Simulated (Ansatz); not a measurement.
# BCCD(T)/def2-SVP (core potential) run of CH5FOSn (SMILES FC[O][SnH3])

Aim: the vertical singlet–triplet gap of CH5FOSn at BCCD(T)/def2-SVP (core potential), from 2 runs. 

Program for the calculation: Ansatz 0.2.0.

117 further runs of the same task are left out: 117 set aside as unsound or not needed. Runs told in other sessions of the task aren't counted.

**1. The system as given**

CH5FOSn has 9 atoms, charge 0, and is taken as a singlet. As SMILES, `FC[O][SnH3]`. The coordinates come from a PBE0-D4/def2-TZVP relaxation. This is one conformer, not always the lowest.

Bond lengths: F1–C2 1.398 Å, C2–O3 1.354 Å, O3–Sn4 1.991 Å, C2–H5 1.100 Å, C2–H6 1.095 Å, Sn4–H7 1.705 Å, Sn4–H8 1.700 Å, Sn4–H9 1.699 Å. Some angles: F1–C2–O3 110.7°, C2–O3–Sn4 118.4°, F1–C2–H5 105.2°, F1–C2–H6 106.7°, O3–C2–H5 113.4°, O3–C2–H6 109.7°, O3–Sn4–H7 106.3°, O3–Sn4–H8 101.6°, O3–Sn4–H9 108.3°, H5–C2–H6 110.9°.

**2. A single-point energy at BCCD(T)/def2-SVP (core potential)**

input.yaml reads:

```yaml
crystal:
  periodic: [false, false, false]
  atoms:
    - {symbol: F, position_ang: [-0.596800, 1.754200, 0.031500]}
    - {symbol: C, position_ang: [-1.291500, 0.566100, 0.277800]}
    - {symbol: O, position_ang: [-0.736000, -0.463400, -0.405000]}
    - {symbol: Sn, position_ang: [1.239300, -0.701500, -0.319700]}
    - {symbol: H, position_ang: [-1.258800, 0.434000, 1.369300]}
    - {symbol: H, position_ang: [-2.319100, 0.724600, -0.066100]}
    - {symbol: H, position_ang: [1.690100, -0.390300, 1.294800]}
    - {symbol: H, position_ang: [1.407800, -2.333100, -0.765300]}
    - {symbol: H, position_ang: [1.953500, 0.363100, -1.434400]}
basis:
  gaussian:
    orbitals: def2-SVP
correlation:
  method: bccd_t
  frozen_orbitals: {C: 1, F: 1, H: 0, O: 1, Sn: 4}
accuracy: high
scf:
  omitted_lower_state_checks: [cluster_reference, increment]
```

Run with:

```console
ansatz run input.yaml --threads 1 --pin off --max-ram 3480MiB --events-out events.jsonl --progress --plain --runs-dir runs
```

Output (excerpt; [...] marks lines left out):

```text
Warning: RAYON_NUM_THREADS=1 ignored (pool sized by the plan → 1); use --threads N
Functional definition: HF
  name "HF"
[...]
2278 factors; integrals over basis functions are off by at most 3.5e-9 eV
[...]
mean field -11652.83653286 eV, -428.2338440065 hartree, gradient 2.8e-8 eV, S^2 0.000000; 0 other end points of the search recorded, 0 dependent functions left out
7 core orbitals not correlated: weight in the atoms' cores, before any rotation towards them, 1.000 or more for the frozen orbitals, at most 0.000 for the correlated occupied ones
reference -11652.83653286 eV, -428.2338440065 hartree; 18, 18 occupied and 68, 68 virtual orbitals, 2278 factors
second order -17.00962280 eV of doubles, -0.00000000 eV of singles
cycle   1  -17.45416974 eV  change   -4.4e-1 eV  update   1.0e-1
[...]
cycle  22  -18.01865251 eV  change    1.6e-9 eV  update   1.0e-9
perturbative correction -0.45608468 eV, -0.0167608027 hartree
Total energy: -11671.31127005 eV, -428.9127780755 hartree
Checks for a lower state left out: cluster_reference, increment
```

Wall time 71 s (1 thread of Arm Neoverse V1, shared host); peak memory 0.95 GiB.

**3. The triplet at the same level**

in.yaml reads:

```yaml
crystal:
  periodic: [false, false, false]
  atoms:
    - symbol: F
      position_ang: [-0.596800, 1.754200, 0.031500]
    - symbol: C
      position_ang: [-1.291500, 0.566100, 0.277800]
    - symbol: O
      position_ang: [-0.736000, -0.463400, -0.405000]
    - symbol: Sn
      position_ang: [1.239300, -0.701500, -0.319700]
    - symbol: H
      position_ang: [-1.258800, 0.434000, 1.369300]
    - symbol: H
      position_ang: [-2.319100, 0.724600, -0.066100]
    - symbol: H
      position_ang: [1.690100, -0.390300, 1.294800]
    - symbol: H
      position_ang: [1.407800, -2.333100, -0.765300]
    - symbol: H
      position_ang: [1.953500, 0.363100, -1.434400]
basis:
  gaussian:
    orbitals: def2-SVP
magnetization:
  spin_polarized: true
  initial_magnetization: 2
correlation:
  method: bccd_t
  frozen_orbitals: {C: 1, F: 1, H: 0, O: 1, Sn: 4}
accuracy: high
scf:
  omitted_lower_state_checks: [cluster_reference, increment]
```

Run with:

```console
ansatz run in.yaml --threads 1 --pin off --max-ram 3480MiB --events-out events.jsonl --progress --plain --runs-dir runs
```

Output (excerpt; [...] marks lines left out):

```text
Warning: RAYON_NUM_THREADS=1 ignored (pool sized by the plan → 1); use --threads N
[... 2 set-up lines as earlier in the session ...]
[...]
2278 factors; integrals over basis functions are off by at most 3.6e-9 eV
[...]
mean field -11646.77932928 eV, -428.0112458803 hartree, gradient 2.0e-8 eV, S^2 2.018088; 9 other end points of the search recorded, 0 dependent functions left out
7 core orbitals not correlated: weight in the atoms' cores, before any rotation towards them, 1.000 or more for the frozen orbitals, at most 0.000 for the correlated occupied ones
reference -11646.77932928 eV, -428.0112458803 hartree; 19, 17 occupied and 67, 69 virtual orbitals, 2278 factors
second order -16.13363523 eV of doubles, -0.00000000 eV of singles
cycle   1  -16.89552952 eV  change   -7.6e-1 eV  update   1.1e-1
[...]
cycle  40  -17.51931581 eV  change   5.6e-10 eV  update   4.4e-9
perturbative correction -0.51467199 eV, -0.0189138467 hartree
Total energy: -11664.81331708 eV, -428.6739827082 hartree
Checks for a lower state left out: cluster_reference, increment
```

Wall time 7.1 min (1 thread of Arm Neoverse V1, shared host); peak memory 2 GiB.

**4. Summary of results**

At BCCD(T)/def2-SVP (core potential), 7 core orbitals frozen:

```
                                            quantity          value
                               singlet: total energy  -428.91278 Eh
singlet: correlation energy (7 core orbitals frozen)     -678.9 mEh
                             singlet: (T) correction     -16.76 mEh
                               triplet: total energy  -428.67398 Eh
triplet: correlation energy (7 core orbitals frozen)     -662.7 mEh
                             triplet: (T) correction     -18.91 mEh
          triplet: ⟨S²⟩ of the reference determinant          2.018
    vertical energy of the triplet above the singlet       6.498 eV
```

What this shows: At this shape the triplet lies 6.50 eV (627 kJ/mol) above the singlet. The triples (singlet) make up 2.5 % of the correlation energy. The triples (triplet) make up 2.9 % of the correlation energy.
